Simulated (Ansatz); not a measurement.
# MgI2: a single-point run

The task is a single-point run on MgI2. The structure is shown as the input types it.

Method: Kohn-Sham DFT, with the functional, basis and potentials that each input names (as first typed), in Ansatz 0.2.0.

## Step 1: The starting structure

The structure is trigonal, space group P-3m1 (No. 164). The conventional cell has a = 4.154 Å, b = 4.154 Å, c = 6.862 Å, α = 90.00°, β = 90.00°, γ = 120.00°. Around Mg (site symmetry -3m) lie 6 I at 2.92 Å. I (site symmetry 3m) has 3 Mg at 2.92 Å as nearest neighbours.

As a file:

```
CELL_PARAMETERS angstrom
4.15370 0.00000 0.00000
-2.07685 3.59721 0.00000
0.00000 0.00000 6.86200
ATOMIC_POSITIONS crystal
Mg 0.00000 0.00000 0.00000
I 0.33333 0.66667 0.75763
I 0.66667 0.33333 0.24237
```

## Step 2: The calculation

input.yaml reads:

```yaml
crystal:
  lattice:
    - [4.1537001214, 0.0, 0.0]
    - [-2.0768500607, 3.5972098248, 0.0]
    - [0.0, 0.0, 6.862]
  atoms:
    - { symbol: Mg, position: [0.0, 0.0, 0.0] }
    - { symbol: I, position: [0.3333333333, 0.6666666667, 0.75763] }
    - { symbol: I, position: [0.6666666667, 0.3333333333, 0.24237] }
kpoints:
  mp_grid: { grid: [7, 7, 4] }
  band_path:
    path:
      - [0.0, 0.0, 0.0]
      - [0.5, 0.0, 0.0]
      - [0.3333333333, 0.3333333333, 0.0]
      - [0.0, 0.0, 0.0]
      - [0.0, 0.0, 0.5]
      - [0.5, 0.0, 0.5]
      - [0.3333333333, 0.3333333333, 0.5]
      - [0.0, 0.0, 0.5]
      - [0.5, 0.0, 0.5]
    npoints: 14
scf:
  occupations: { method: fermi_dirac, width: 0.03 }
  max_iter: 100
hamiltonian:
  xc: pbe
  pseudopotentials: { kind: paw }
  hubbard: { sites: [{ species: I, l: p, u_eff: -5.0 }] }
output:
  forces: true
  stress: true
  eigenvalues: true
  efg: { contact_densities: true }
  populations: true
```

Launch:

```bash
> ansatz run input.yaml --threads 1 --pin off --max-ram 3072MiB --backend cpu --events-out ev --progress --plain --runs-dir out
```

What happens when this is run?

The program finished normally, with warnings (gradients without spin orbit). That alone doesn't make the input a sound one.

The suspect setting: hamiltonian.hubbard.sites is [{species: I, l: p, u_eff: -5.0}]. The U is far outside the few eV that correlated shells need; it reshapes the shell's occupations.

Run again and compare: delete hamiltonian.hubbard.sites.
